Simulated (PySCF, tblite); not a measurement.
**C₂H₈OP₂Si₂+ (doublet): geometry, infrared bands and EPR parameters**

Aim: predict the infrared bands and EPR parameters of C₂H₈OP₂Si₂+ (doublet) (`CC(=[O+])[SiH]1P[SiH2]P1`).

The runs use tblite 0.8.0 and PySCF 2.14.0, with density-fitted response routines of our own; the level of theory stands in each step. All values are computed, except where a source is named. Atoms are numbered from 0 throughout.

## Step 1: The starting structure

15 atoms, charge 1, multiplicity 2; geometry from: force field or distance geometry start.

Bonds of the start (Å): C0–C1 1.52, C1–O2 1.21, C1–Si3 1.86, Si3–P4 2.21, P4–Si5 2.21, Si5–P6 2.21, P6–Si3 2.22, C0–H7 1.10, C0–H8 1.09, C0–H9 1.09, Si3–H10 1.49, P4–H11 1.41, Si5–H12 1.48, Si5–H13 1.48, P6–H14 1.41.

## Step 2: Geometry optimisation with GFN2-xTB

What the job is given:

```
{"job": {"kind": "relax", "xc": "GFN2-xTB", "basis": "xTB"}, "charge": 1, "multiplicity": 2}
C      2.823900     0.284700     0.008000
C      1.359300     0.665400    -0.069200
O      0.974900     1.770000    -0.379500
Si     0.094700    -0.629500     0.362000
P     -1.529500    -0.940200    -1.100400
Si    -2.403300     0.751100     0.025100
P     -1.437400    -0.041200     1.853600
H      3.430900     1.157100    -0.266200
H      3.087700    -0.011300     1.028300
H      3.026200    -0.526900    -0.685100
H      0.674800    -1.950800     0.746800
H     -2.207300    -1.972000    -0.415700
H     -3.877100     0.642300     0.116000
H     -1.885700     2.073500    -0.389300
H     -2.136500    -1.264300     1.891900
```

Started as:

```
OMP_NUM_THREADS=1 python probes_run.py task.json out
```

The driver reads the jobs from task.json and runs them one after another.

**Question.** This job is followed by: GFN2-xTB harmonic vibrations, gas phase; UKS B3LYP, pcH-1 on C H O P Si, non-relativistic, mean-field spin-orbit, GIAO. What will the session give for the following? strongest single infrared mode (GFN2-xTB); zero-point energy (GFN2-xTB); g(iso) (B3LYP); ⟨S²⟩; largest a(iso) (averaged by class).

**Answer**, as computed:

| quantity | value |
| --- | --- |
| strongest single infrared mode (GFN2-xTB) | 719 cm⁻¹, 189 km/mol |
| zero-point energy (GFN2-xTB) | 55.2 kcal/mol |
| g(iso) (B3LYP) | 2.00591 |
| ⟨S²⟩ | 0.756 (exact 0.75) |
| largest a(iso) (averaged by class) | 31P on P4, P6, 153.2 MHz |

Relaxing lowered the energy by 0.768 eV in 74 steps; the close pair that moved most is P4–Si5, from 2.212 to 2.307 Å. The frame itself reshapes: Si3···Si5 goes from 2.87 to 3.32 Å. All 39 modes are real, so the xTB geometry is a minimum. The strongest single mode, at 719 cm⁻¹, moves mainly H13 and H12. GFN2-xTB is a fitted tight-binding method: band positions and strengths are rough. Its intensities can rank the bands wrongly. The largest spin populations lie on P4 (0.48 e), P6 (0.48 e). The isotropic g lies 3.6 ppt above the free-electron value.
